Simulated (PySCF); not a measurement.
# HfF₃⁺: singlet, from a trigonal pyramidal start

The task is one start of a wider search on HfF₃⁺: the singlet, from a trigonal pyramidal start. It is relaxed, tested by its Hessian and followed downhill if it is a saddle.

Program: PySCF 2.14.0. Level of theory: PBE0, basis Hf def2-TZVP with ECP60, F def2-TZVP, scalar-relativistic core potentials, no spin–orbit coupling, density fitting. These are calculated values, not measurements.

## (1) The system as given

4 atoms, charge 1, spin multiplicity 1.

Bond lengths: Hf1–F2 2.117 Å, Hf1–F3 2.117 Å, Hf1–F4 2.117 Å. Angles: F2–Hf1–F3 99.8°, F2–Hf1–F4 99.8°, F3–Hf1–F4 99.8°.

```xyz
4
charge 1 multiplicity 1
Hf    0.0000    0.0000    0.0000
F     1.8690    0.0000    0.9938
F    -0.9345    1.6186    0.9938
F    -0.9345   -1.6186    0.9938
```

## (2) Finding the electronic state

The steps below are one call of a driver around PySCF. For each, scf.py gives the equivalent set-up of the SCF; relaxations use the driver's own optimiser. After this first run the driver tries any further starts and a stability analysis.

Contents of scf.py:

```python
from pyscf import gto, scf, dft
mol = gto.M(atom='''
Hf     0.000000     0.000000     0.000000
F      1.869000     0.000000     0.993800
F     -0.934500     1.618600     0.993800
F     -0.934500    -1.618600     0.993800''',
    basis={'Hf': 'def2-TZVP', 'F': 'def2-TZVP'},
    ecp={'Hf': 'def2-TZVP'},
    charge=1, spin=0)
mf = dft.RKS(mol, xc='PBE0')
mf.grids.atom_grid = (50, 194)
aux = {'Hf': 'def2-universal-JKFIT', 'F': 'def2-universal-JKFIT'}
mf = mf.density_fit(auxbasis=aux)
mf.conv_tol = 1e-08
mf.diis_space = 10
mf.max_cycle = 60
mf.init_guess = 'minao'
mf.verbose = 4
mf.kernel()
```

On the command line:

```
$ OMP_NUM_THREADS=4 python axn.py task.json out
```

The log of the run:

```text
init E= -328.629200371086
  HOMO = -0.62774584004805  LUMO = -0.289024426894098  gap/eV = 9.21708
cycle= 1 E= -346.922521366946  delta_E= -18.3  |g|= 1.13  |ddm|= 5.86
  HOMO = -0.449122022326659  LUMO = -0.437154246930741  gap/eV = 0.32566
cycle= 2 E= -335.297045963944  delta_E= 11.6  |g|= 7.57  |ddm|= 4.44
  HOMO = -0.56909188513132  LUMO = -0.382754688612664  gap/eV = 5.07049
cycle= 3 E= -347.152951194063  delta_E= -11.9  |g|= 0.579  |ddm|= 3.91
  HOMO = -0.615655801508772  LUMO = -0.417164994452452  gap/eV = 5.40121
cycle= 4 E= -347.188974853586  delta_E= -0.036  |g|=  0.2  |ddm|= 0.177
  HOMO = -0.61766968386049  LUMO = -0.39669120792378  gap/eV = 6.01313
cycle= 5 E= -347.197717666243  delta_E= -0.00874  |g|= 0.0511  |ddm|= 0.112
  HOMO = -0.621724750594443  LUMO = -0.395086502337929  gap/eV = 6.16714
cycle= 6 E= -347.198190861068  delta_E= -0.000473  |g|= 0.00946  |ddm|= 0.0308
  HOMO = -0.621590212184248  LUMO = -0.395199196642796  gap/eV = 6.16041
cycle= 7 E= -347.198200044044  delta_E= -9.18e-06  |g|= 0.006  |ddm|= 0.00654
  HOMO = -0.621414864342075  LUMO = -0.39531885759347  gap/eV = 6.15239
cycle= 8 E= -347.198206170142  delta_E= -6.13e-06  |g|= 0.000743  |ddm|= 0.0027
  HOMO = -0.621382435920592  LUMO = -0.395373784821221  gap/eV = 6.15001
cycle= 9 E= -347.198206284381  delta_E= -1.14e-07  |g|= 9.46e-05  |ddm|= 0.000413
  HOMO = -0.621376593720178  LUMO = -0.395374681748176  gap/eV = 6.14983
cycle= 10 E= -347.198206286502  delta_E= -2.12e-09  |g|= 4.38e-05  |ddm|= 7.08e-05
  HOMO = -0.62137025268846  LUMO = -0.395381648128591  gap/eV = 6.14946
Extra cycle  E= -347.198206284598  delta_E= 1.9e-09  |g|= 0.000112  |ddm|= 8.67e-05
converged SCF energy = -347.198206284598
```

This step, with its further starts and checks, ran for 8.4 s (4 threads of Arm Neoverse V1, shared host).

Energies from each starting density:

```
                      start  energy (Eh)
    the minimal-basis guess  -347.198206
a thermally smeared density  -347.198206
      a smeared PBE density  -347.198206
```

No lower closed-shell solution turned up from the other starts or in the test of internal stability.

## (3) Relaxation: trigonal pyramidal start, singlet

The program finds C3v symmetry in the start, which this walk keeps.

scf.py, as its differences from that of step 2:

```diff
@@ -3,4 +3,4 @@
-Hf     0.000000     0.000000     0.000000
-F      1.869000     0.000000     0.993800
-F     -0.934500     1.618600     0.993800
-F     -0.934500    -1.618600     0.993800''',
+Hf    -0.000000    -0.000000    -0.239054
+F      1.868999    -0.000000     0.754746
+F     -0.934500     1.618601     0.754746
+F     -0.934500    -1.618601     0.754746''',
@@ -17 +16,0 @@
-mf.init_guess = 'minao'
```

The optimiser's trace:

| step | energy (Eh) | change (kJ/mol) | largest symmetric gradient (Eh/bohr) |
| --- | --- | --- | --- |
| 0 | -347.198206 | 0.00 | 0.17360 |
| 1 | -347.297472 | -260.62 | 0.07009 |
| 2 | -347.301832 | -272.07 | 0.06726 |
| 3 | -347.311670 | -297.90 | 0.01153 |
| 4 | -347.311954 | -298.64 | 0.00244 |
| 5 | -347.311971 | -298.69 | 0.00018 |
| 6 | -347.311972 | -298.69 | 0.00013 |

The walk took 14 s.

End point (C3v, 6 steps, 298.7 kJ/mol gained): Hf–F 1.839 Å (×3); F–Hf–F 107.8° (×3).

## (4) Is it a minimum? Harmonic modes

The point is checked on the finer grid, and tightened if its gradient asks for it. The Hessian and the dipole derivatives come from central differences of analytic gradients, with steps of 0.02 bohr.

scf.py, as its differences from that of step 3:

```diff
@@ -3,4 +3,4 @@
-Hf    -0.000000    -0.000000    -0.239054
-F      1.868999    -0.000000     0.754746
-F     -0.934500     1.618601     0.754746
-F     -0.934500    -1.618601     0.754746''',
+Hf    -0.000000    -0.000000    -0.140818
+F      1.726354     0.000000     0.497219
+F     -0.863177     1.495066     0.497219
+F     -0.863177    -1.495066     0.497219''',
@@ -11 +11 @@
-mf.grids.atom_grid = (50, 194)
+mf.grids.atom_grid = (75, 302)
@@ -14 +14 @@
-mf.conv_tol = 1e-08
+mf.conv_tol = 1e-10
```

The driver hands on the density of the step before, so the log starts near convergence.

SCF at the final geometry:

```text
init E= -347.311895261755
  HOMO = -0.667322550640299  LUMO = -0.35527158455729  gap/eV = 8.49134
cycle= 1 E= -347.311895261752  delta_E= 3.07e-12  |g|= 3.79e-07  |ddm|= 4.29e-07
  HOMO = -0.667322597627684  LUMO = -0.355271521617084  gap/eV = 8.49134
Extra cycle  E= -347.311895261752  delta_E= -5.68e-13  |g|= 6.15e-07  |ddm|= 4.9e-07
converged SCF energy = -347.311895261752
```

The whole step took 29 s.

Geometry: C3v; Hf–F 1.840 Å (×3); F–Hf–F 108.6° (×3).

Modes, for the most abundant isotopes:

```csv
symmetry,ω (cm⁻¹),IR (km/mol),μ (u),type
a1,131,34.4,23.07,bend
e,182,14.8,20.26,bend
e,731,295,21.49,stretch
a1,757,19.4,19.76,stretch
```

Every mode is real; the point is a minimum.

Properties at this point:

```
Dipole moment about the centre of mass                          : 4.79 D
Highest occupied level                                          : -18.16 eV
Lowest empty level                                              : -9.67 eV
Rotational constants                                            : 0.1644, 0.1644, 0.09924 cm⁻¹
Zero-point energy                                               : 16.2 kJ/mol
Principal polarisabilities                                      : 17.2, 28.0, 28.0 bohr³
Principal traceless quadrupole moments about the centre of mass : -3.99, -3.99, 7.99 D Å
Entropy at 298.15 K and 1 bar                                   : 311.2 J/(mol K)
Heat capacity Cp at 298.15 K                                    : 66.4 J/(mol K)
Enthalpy at 298.15 K above 0 K                                  : 15.56 kJ/mol
Rotational symmetry number                                      : 3
```

Charges (e) and bond orders:

| atom | Mulliken | Löwdin | polar tensor | Mayer order to Hf1 |
| --- | --- | --- | --- | --- |
| Hf1 | 1.88 | 1.33 | 2.90 | – |
| F2,3,4 | -0.29 | -0.11 | -0.63 | 1.17 |

Outer orbital energies (eV). occupied: -19.60, -19.43, -19.06, -19.06, -18.54, -18.17, -18.17, -18.16; empty: -9.67, -7.87, -7.87, -6.13.

Mulliken populations on Hf1 (outside its core potential): s 2.17, p 6.18, d 1.57, f 0.20.

## (5) Would spin polarisation lower it?

At the lowest minimum the closed shell is tested against spin polarisation, on the (50, 194) grid. It is stable.

## (6) Results

```
                            quantity                                  value
                             minimum                           singlet, C3v
                            geometry  Hf–F 1.840 Å (×3); F–Hf–F 108.6° (×3)
                  wavenumbers (cm⁻¹)   131 (a1), 182 (e), 731 (e), 757 (a1)
      dipole moment (centre of mass)                                 4.79 D
highest occupied, lowest empty level                       -18.16, -9.67 eV
          polar-tensor charge of Hf1                                +2.90 e
                   zero-point energy                            16.2 kJ/mol
                 entropy at 298.15 K                        311.2 J/(mol K)
```

**Reading.** The trigonal pyramidal start keeps its C3v symmetry and ends in a minimum. The strongest infrared band lies at 731 cm⁻¹ (e, stretch). Only this shape and spin were tried, so other structures or states may lie lower. Spin–orbit coupling, left out here, can matter for elements this heavy.

The search up to here ran for 55 s (4 threads of Arm Neoverse V1, shared host).
